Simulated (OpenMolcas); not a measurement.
**Cu³⁺ among point charges: CASSCF and CASPT2 levels and susceptibility**

How does a field of 6 point charges split the states of Cu³⁺, and what χT follows?

The numbers are computed with OpenMolcas 26.06 (state-averaged CASSCF and CASPT2, spin-orbit coupling by RASSI with atomic mean-field integrals), except any that are marked as measured or tabulated.

**1. The atom as given**

```
Species                           : Cu³⁺ (copper, Z = 29, 26 electrons)
Basis                             : ANO-RCC-VDZP [5s4p2d1f], 34 functions
Scalar Hamiltonian                : DKH2, point nucleus
Inactive shells                   : 1s 2s 2p 3s 3p
Active space                      : 8 electrons in 5 orbitals (3d)
Some configurations of this space : 3d8
Orbitals                          : optimised for each spin and parity, averaged over all roots
```

Outer shells as boxes (Hund's rule):

3d8
```
3d [↑↓][↑↓][↑↓][↑ ][↑ ]
```

The ion sits among 6 point charges of -2 e arranged as a trigonal prism (D3h), 1.78 Å from the ion, with a polar angle of 47.6° against the regular 49.1°.

The work runs as a chain of OpenMolcas steps in one folder; each step below is one input file. Labels, J, g values, rates, χT and fits are worked out afterwards by a script from the matrices that RASSI stores.

**2. GATEWAY and SEWARD: basis and integrals**

File a.inp:

```
&GATEWAY
Coord
1

Cu 0.0 0.0 0.0
Basis=ANO-RCC-VDZP
Group=NoSym
NoMove
AngMom=0.0 0.0 0.0
AMFI
XField
6 Angstrom 0
1.315016 0.000000 1.199639 -2.000000
-0.657508 1.138837 1.199639 -2.000000
-0.657508 -1.138837 1.199639 -2.000000
1.315016 0.000000 -1.199639 -2.000000
-0.657508 1.138837 -1.199639 -2.000000
-0.657508 -1.138837 -1.199639 -2.000000
&SEWARD
```

Started as:

```
OMP_NUM_THREADS=1 MOLCAS_MEM=1689 MOLCAS_PROJECT=a pymolcas a.inp > a.log
```

The program printed:

```text
Basis set label: CU.ANO-RCC...5S4P2D1F.

      Electronic valence basis set:
      ------------------
      Associated Effective Charge  29.000000 au
      Associated Actual Charge     29.000000 au
      Nuclear Model: Point charge

      Shell  nPrim  nBasis  Cartesian Spherical Contaminant
         s      21       5        X
         p      15       4        X
         d      10       2                 X
         f       6       1                 X
                  Relativistic Douglas-Kroll-Hess integrals:
                    - DKH order of Hamiltonian: 2
                    - DKH order of Properties : 0
                  Atomic mean-field integrals
```

**3. Reference wave functions, triplets, 10 roots**

File a.inp:

```
&RASSCF
FileOrb=start.orb
Symmetry=1
Spin=3
nActEl=8 0 0
Inactive=9
Ras2=5
CIRoot=10 10 1
SDav=10
CIMx=300
Iter=120 100
PrWF=0.3
OrbListing=Nothing
MaxOrb=0
>>> COPY $Project.JobIph JOB001
```

start.orb holds the contracted functions of the basis, ordered by shell, or the orbitals of the step before.

The program printed (excerpt; [...] marks lines left out):

```text
[...]
      Number of active orbitals                  5
[...]
      Spin quantum number                      1.0
[...]
      Active orbitals                            5
[...]
      Number of CSFs                            10
      Number of root(s) required                10
[...]
      Convergence after 13 iterations
[...]
      Natural orbitals and occupation numbers for root  1
      sym 1:   1.074267   1.074267   2.000000   1.925733   1.925733
      Natural orbitals and occupation numbers for root  2
      sym 1:   1.767142   1.232858   1.232858   1.767142   2.000000
      Natural orbitals and occupation numbers for root  3
      sym 1:   1.232859   1.767141   1.232859   1.767141   2.000000
::    RASSCF root number  1 Total energy:  -1661.65316126
::    RASSCF root number  2 Total energy:  -1661.63915711
::    RASSCF root number  3 Total energy:  -1661.63915710
[...]
::    RASSCF root number  7 Total energy:  -1661.61763011
::    RASSCF root number  8 Total energy:  -1661.54070795
::    RASSCF root number  9 Total energy:  -1661.54070794
::    RASSCF root number 10 Total energy:  -1661.50066242
```

**4. Reference wave functions, singlets, 15 roots**

File a.inp:

```
&RASSCF
FileOrb=start.orb
Symmetry=1
Spin=1
nActEl=8 0 0
Inactive=9
Ras2=5
CIRoot=15 15 1
SDav=15
CIMx=300
Iter=120 100
PrWF=0.3
OrbListing=Nothing
MaxOrb=0
>>> COPY $Project.JobIph JOB002
```

The program printed (excerpt; [...] marks lines left out):

```text
[...]
      Number of active orbitals                  5
[...]
      Spin quantum number                      0.0
[...]
      Active orbitals                            5
[...]
      Number of CSFs                            15
      Number of root(s) required                15
[...]
      Convergence after  7 iterations
[...]
      Natural orbitals and occupation numbers for root  1
      sym 1:   1.213751   1.786250   1.213751   1.786247   2.000000
      Natural orbitals and occupation numbers for root  2
      sym 1:   1.213751   1.786420   1.213751   2.000000   1.786077
      Natural orbitals and occupation numbers for root  3
      sym 1:   1.691476   1.308524   1.308524   1.691476   2.000000
::    RASSCF root number  1 Total energy:  -1661.56286170
::    RASSCF root number  2 Total energy:  -1661.56286170
::    RASSCF root number  3 Total energy:  -1661.54954947
[...]
::    RASSCF root number 12 Total energy:  -1661.49734723
::    RASSCF root number 13 Total energy:  -1661.46394127
::    RASSCF root number 14 Total energy:  -1661.46394127
::    RASSCF root number 15 Total energy:  -1661.30805534
```

**5. State interaction with spin-orbit coupling**

File a.inp:

```
&RASSI
NrOfJobIphs=2 10 15
1 2 3 4 5 6 7 8 9 10
1 2 3 4 5 6 7 8 9 10 11 12 13 14 15
IphNames
JOB001
JOB002
EJob
SpinOrbit
DIPRint=1.0
SOCoupling=1000.0
Subsets=2
Property=9
'ANGMOM' 1 'ANGMOM' 2 'ANGMOM' 3 'MLTPL  1' 1 'MLTPL  1' 2 'MLTPL  1' 3
'AMFI' 1 'AMFI' 2 'AMFI' 3
SOProperty=3
'ANGMOM' 1 'ANGMOM' 2 'ANGMOM' 3
```

The program printed:

```text
SPIN-FREE ENERGIES:
  (Shifted by EMIN (a.u.) =      -1661.6531612642)

 SF State       Relative EMIN(au)   Rel lowest level(eV)    D:o, cm**(-1)      L_eff

     1             0.0000000000        0.0000000000              0.0000         2.9
     2             0.0140041587        0.3810725708           3073.5576         3.0
     3             0.0140041630        0.3810726877           3073.5585         3.0
     4             0.0266136547        0.7241944370           5841.0221         3.0
     5             0.0266222282        0.7244277335           5842.9037         3.0
     6             0.0355311541        0.9668519582           7798.1869         3.0
     7             0.0355311547        0.9668519731           7798.1871         3.0
    11             0.0902995635        2.4571762994          19818.4634         2.4
    12             0.0902995635        2.4571762994          19818.4634         2.4
    13             0.1036117969        2.8194206256          22740.1609         2.2
    14             0.1036118017        2.8194207558          22740.1620         2.2
     8             0.1124533176        3.0600106602          24680.6504         1.1
     9             0.1124533267        3.0600109071          24680.6524         1.1
    15             0.1163434037        3.1658652950          25534.4256         2.0
    16             0.1313364540        3.5738469779          28825.0198         4.0
    17             0.1357323213        3.6934646207          29789.8012         3.9
    18             0.1357323307        3.6934648773          29789.8032         3.9
    19             0.1478272411        4.0225841559          32444.3293         3.8
    20             0.1478272418        4.0225841735          32444.3294         3.8
    10             0.1524988483        4.1497050644          33469.6285         1.1
    21             0.1557579761        4.2383904495          34184.9244         4.0
    22             0.1558140361        4.2399159183          34197.2281         4.0
    23             0.1892199970        5.1489384243          41528.9891         4.0
    24             0.1892199970        5.1489384243          41528.9891         4.0
    25             0.3451059201        9.3908104889          75741.9946         0.1
     Dipole printing threshold changed to   1.00000000E+00

++ Dipole transition strengths (spin-free states):
   -----------------------------------------------
     for osc. strength at least  1.00000000E+00

  ( Max oscillator strength is only    4.7066372965549037E-006 )
--
Eigenvalues of complex Hamiltonian:
   -----------------------------------
  (Shifted by EMIN (a.u.) =      -1661.6531612642)

 SO State       Relative EMIN(au)   Rel lowest level(eV)    D:o, cm**(-1)     J-value

     1            -0.0030004845        0.0000000000              0.0000         3.8
     2            -0.0019270874        0.0292086247            235.5834         3.5
     3            -0.0019270867        0.0292086415            235.5836         3.5
     4             0.0107665460        0.3746199856           3021.5140         3.2
     5             0.0107665460        0.3746199842           3021.5139         3.2
     6             0.0147316996        0.4825173104           3891.7646         2.9
     7             0.0147317031        0.4825174054           3891.7653         2.9
     8             0.0161117282        0.5200698017           4194.6458         3.0
     9             0.0185203640        0.5856121205           4723.2803         2.3
    10             0.0200998228        0.6285913856           5069.9314         1.6
    11             0.0200998228        0.6285913856           5069.9314         1.6
    12             0.0244376076        0.7466285222           6021.9652         2.5
    13             0.0244440734        0.7468044671           6023.3842         2.5
    14             0.0305112154        0.9118998113           7354.9680         2.4
    15             0.0305112154        0.9118998102           7354.9680         2.4
    16             0.0333664925        0.9895958586           7981.6289         1.8
    17             0.0333685372        0.9896514985           7982.0776         1.8
    18             0.0382090827        1.1213694493           9044.4546         1.7
    19             0.0382090831        1.1213694611           9044.4547         1.7
    20             0.0401748193        1.1748598676           9475.8839         2.3
    21             0.0401748194        1.1748598706           9475.8839         2.3
    22             0.0896847293        2.5220931534          20342.0531         1.5
    23             0.0896847294        2.5220931540          20342.0531         1.5
    24             0.1017705700        2.8509656332          22994.5886         1.9
    25             0.1017705755        2.8509657829          22994.5898         1.9
    26             0.1107784815        3.0960833907          24971.5966         1.6
    27             0.1115946374        3.1182921246          25150.7221         1.2
    28             0.1115946374        3.1182921244          25150.7221         1.2
    29             0.1144168783        3.1950892111          25770.1324         1.6
    30             0.1144168864        3.1950894310          25770.1342         1.6
    31             0.1145463298        3.1986117651          25798.5437         1.1
    32             0.1193873341        3.3303422037          26861.0214         1.7
    33             0.1315305306        3.6607754150          29526.1450         4.0
    34             0.1358945607        3.7795267234          30483.9389         3.7
    35             0.1358945700        3.7795269751          30483.9409         3.7
    36             0.1481753511        4.1137040530          33179.2608         3.3
    37             0.1481753517        4.1137040707          33179.2609         3.3
    38             0.1529707319        4.2441930140          34231.7252         1.4
    39             0.1529707319        4.2441930135          34231.7252         1.4
    40             0.1531054672        4.2478593465          34261.2962         1.6
    41             0.1558981730        4.3238527446          34874.2243         2.8
Weights of the five most important spin-orbit-free states for each spin-orbit state.

 SO State  Total energy (au)           Spin-free states, spin, and weights
 -------------------------------------------------------------------------------------------------------
    1        -0.003000       1 1.0  0.8687    2 1.0  0.0652    3 1.0  0.0652   16 0.0  0.0010   15 0.0  0.0001
    2        -0.001927       1 1.0  0.8935    2 1.0  0.1036   14 0.0  0.0008    6 1.0  0.0008    7 1.0  0.0008
    3        -0.001927       1 1.0  0.8935    3 1.0  0.1036   13 0.0  0.0008    7 1.0  0.0008    6 1.0  0.0008
    4         0.010767       2 1.0  0.4791    3 1.0  0.4791    7 1.0  0.0383   11 0.0  0.0015    4 1.0  0.0009
    5         0.010767       2 1.0  0.4791    3 1.0  0.4791    6 1.0  0.0383   12 0.0  0.0015    4 1.0  0.0009
    6         0.014732       2 1.0  0.8639    1 1.0  0.1047    7 1.0  0.0149    6 1.0  0.0149   14 0.0  0.0009
    7         0.014732       3 1.0  0.8639    1 1.0  0.1047    6 1.0  0.0149    7 1.0  0.0149   13 0.0  0.0009
    8         0.016112       3 1.0  0.5000    2 1.0  0.5000    9 1.0  0.0000    8 1.0  0.0000    7 1.0  0.0000
    9         0.018520       3 1.0  0.4329    2 1.0  0.4329    1 1.0  0.1297   15 0.0  0.0045   16 0.0  0.0001
   10         0.020100       4 1.0  0.5000    5 1.0  0.4993   24 0.0  0.0003   23 0.0  0.0003    6 1.0  0.0000
   11         0.020100       4 1.0  0.5000    5 1.0  0.4993   23 0.0  0.0003   24 0.0  0.0003    6 1.0  0.0000
   12         0.024438       4 1.0  0.7592    6 1.0  0.1200    7 1.0  0.1200   22 0.0  0.0007    5 1.0  0.0000
```

Time for these steps: 8.2 s (1 thread of Arm Neoverse N1, shared host).

Spin-free states, with their symmetry labels:

```tsv
state	degeneracy	E (cm-1)	free-ion L (%)
3A2	1	0	F (97)
3E	2	3074	F (98)
3A1	1	5841	F (100)
3A2	1	5843	F (100)
3E	2	7798	F (100)
1E	2	19818	D (86)
1E	2	22740	D (92)
3E	2	24681	P (98)
1A1	1	25534	D (98)
1A1	1	28825	G (99)
1E	2	29790	G (92)
1E	2	32444	G (86)
3A2	1	33470	P (97)
1A1	1	34185	G (100)
1A2	1	34197	G (100)
1E	2	41529	G (100)
1A1	1	75742	S (98)
```

With spin-orbit coupling:

| E (cm-1) | Degeneracy | Label | 2S+1 | g |
| --- | --- | --- | --- | --- |
| 0.0 | 1 | A1 | 3 |  |
| 235.6 | 2 | E | 3 | 0.00 0.00 3.79 |
| 3022 | 2 | E | 3 | 0.00 0.00 5.91 |
| 3892 | 2 | E | 3 | 0.00 0.00 2.15 |
| 4195 | 1 | A2 | 3 |  |
| 4723 | 1 | A1 | 3 |  |
| 5070 | 2 | E | 3 | 0.00 0.00 9.99 |
| 6022 | 1 | A2 | 3 |  |
| 6023 | 1 | A1 | 3 |  |
| 7355 | 2 | E | 3 | 0.00 0.00 2.55 |
| 7982 | 1 | A2 | 3 |  |
| 7982 | 1 | A1 | 3 |  |
| 9044 | 2 | E | 3 | 0.00 0.00 3.53 |
| 9476 | 2 | E | 3 | 0.00 0.00 0.06 |
| 20342 | 2 | E | 1 | 0.00 0.00 4.11 |
| 22995 | 2 | E | 1 | 0.00 0.00 2.00 |
| 24972 | 1 | A1 | 3 |  |
| 25151 | 2 | E | 3 | 0.00 0.00 5.86 |
| 25770 | 2 | E | 3 | 0.00 0.00 1.99 |
| 25799 | 1 | A2 | 3 |  |
| 26861 | 1 | A1 | 1 |  |
| 29526 | 1 | A1 | 1 |  |
| 30484 | 2 | E | 1 | 0.00 0.00 2.01 |
| 33179 | 2 | E | 1 | 0.00 0.00 4.00 |

Labels of spin-orbit levels are those of the rotation subgroup (D3 for D3h). Principal g values are given for doublets only; a zero marks a field direction without first-order Zeeman splitting.

Powder χT (cm³ K/mol): 0.03 at 2 K, 0.08 at 5 K, 0.16 at 10 K, 0.32 at 20 K, 0.80 at 50 K, 1.48 at 100 K, 1.87 at 150 K, 2.07 at 200 K, 2.18 at 250 K, 2.24 at 300 K.

Orbitals of the lowest block (energies include the constant potential of the surroundings):

```tsv
shell	space	energy (hartree)	mean occupation	⟨r²⟩ (bohr²)
1s	inactive	-330.6271	2.000	0.00362
2s	inactive	-39.8736	2.000	0.0646
2p	inactive	-34.0145	6.000	0.0521
3s	inactive	-3.3696	2.000	0.579
3p	inactive	-1.5520	6.000	0.642
3d	RAS2		8.000	1.01
```

**6. CASPT2: IPEA 0.25, imaginary shift 0.1 (closed shells correlated: 3s 3p)**

File a.inp:

```
>>> COPY JOB001 $Project.JobIph
&CASPT2
Multistate=10 1 2 3 4 5 6 7 8 9 10
NoMult
Frozen=5
IPEA=0.25
Imaginary=0.1
MaxIter=60
WThr=0.0 0.3 0.05
PrWF=0.5
NoMix
>>> COPY JOB002 $Project.JobIph
&CASPT2
Multistate=15 1 2 3 4 5 6 7 8 9 10 11 12 13 14 15
NoMult
Frozen=5
IPEA=0.25
Imaginary=0.1
MaxIter=60
WThr=0.0 0.3 0.05
PrWF=0.5
NoMix
```

The program printed (excerpt; [...] marks lines left out):

```text
[...]
      Active orbitals                            5
[...]
      E2 (Variational):          -0.4238521891
      Total energy:           -1662.0770134533
[...]
::    CASPT2 Root  1     Total energy:  -1662.07701345
::    CASPT2 Root  2     Total energy:  -1662.06262729
[...]
::    CASPT2 Root 12     Total energy:  -1661.92947955
::    CASPT2 Root 13     Total energy:  -1661.88926660
::    CASPT2 Root 14     Total energy:  -1661.88930622
::    CASPT2 Root 15     Total energy:  -1661.77174535
```

This run took 3.7 s in all on 1 thread of Arm Neoverse N1, shared host.

SS-CASPT2: lowest energy less the reference's lowest, -0.4239 hartree; reference weights 0.942 to 0.950.

States without spin-orbit coupling:

```tsv
state	degeneracy	E (cm-1)	free-ion L (%)
3A2	1	0	F (97)
3E	2	3157	F (98)
3A1	1	5839	F (100)
3A2	1	5842	F (100)
3E	2	9388	F (100)
1E	2	16875	D (86)
1E	2	20045	D (92)
3E	2	22261	P (98)
1A1	1	23118	D (98)
1A1	1	26957	G (99)
1E	2	28068	G (92)
1E	2	31118	G (86)
1A1	1	32373	G (100)
1A2	1	32380	G (100)
3A2	1	32431	P (97)
1E	2	41201	G (100)
1A1	1	66999	S (98)
```

With spin-orbit coupling:

```csv
E (cm-1),Degeneracy,Label,2S+1,g
0,1,A1,3,
230,2,E,3,0.00 0.00 3.80
3140,2,E,3,0.00 0.00 5.94
3990,2,E,3,0.00 0.00 2.16
4270,1,A2,3,
4770,1,A1,3,
5060,2,E,3,0.00 0.00 9.99
6240,1,A2,3,
6240,1,A1,3,
7540,2,E,3,0.00 0.00 2.17
9330,1,A2,3,
9340,1,A1,3,
10320,2,E,3,0.00 0.00 3.89
10980,2,E,3,0.00 0.00 0.05
17480,2,E,1,0.00 0.00 4.07
20380,2,E,1,0.00 0.00 1.99
22570,1,A1,3,
22700,2,E,3,0.00 0.00 5.89
23310,2,E,3,0.00 0.00 1.99
23370,1,A2,3,
24440,1,A1,1,
27650,1,A1,1,
28760,2,E,1,0.00 0.00 2.01
31840,2,E,1,0.00 0.00 4.00
```

Powder χT (cm³ K/mol): 0.03 at 2 K, 0.08 at 5 K, 0.16 at 10 K, 0.32 at 20 K, 0.79 at 50 K, 1.46 at 100 K, 1.85 at 150 K, 2.04 at 200 K, 2.15 at 250 K, 2.21 at 300 K.

**7. The methods side by side**

A. CASSCF
B. SS-CASPT2, IPEA 0.25, imaginary shift 0.1 (closed shells correlated: 3s 3p)

```tsv
method	ground state	first state of that spin (cm-1)	first gap with spin-orbit (cm-1)	χT at 300 K
A	3A2	3E 3074	235.6	2.24
B	3A2	3E 3157	234.3	2.21
```

**8. Summary of results**

```
                                            quantity                                                                        value
                                              method  SS-CASPT2, IPEA 0.25, imaginary shift 0.1 (closed shells correlated: 3s 3p)
                              spin-free ground state                                              3A2, 1-fold in its orbital part
first state of the same spin within the active space                                                              3E at 3160 cm⁻¹
                                        lowest level                                                                    1-fold A1
                                          next level                                                                   234.3 cm⁻¹
                                         χT at 300 K                                                               2.21 cm³ K/mol
                           effective moment at 300 K                                                                      4.21 μB
```

Cost by method:

```tsv
method	time of its own steps	time with the reference
A. CASSCF	8.2 s	8.2 s
B. SS-CASPT2, IPEA 0.25, imaginary shift 0.1, +3s 3p	3.7 s	12 s
```

Times are of one thread on a shared host.

In words: The spin-free ground state (3A2) comes to 97 % from free-ion F terms and keeps the highest spin of the shell. χT at 300 K is 2.21, against 1.00 cm³ K/mol for the spin alone, so orbital moment adds to it. CASPT2 does not keep the components of a term degenerate, and the means are used. The field of point charges can differ much from that of real complexes. Point charges carry no covalency, so the field is a model and not that of real ligands.
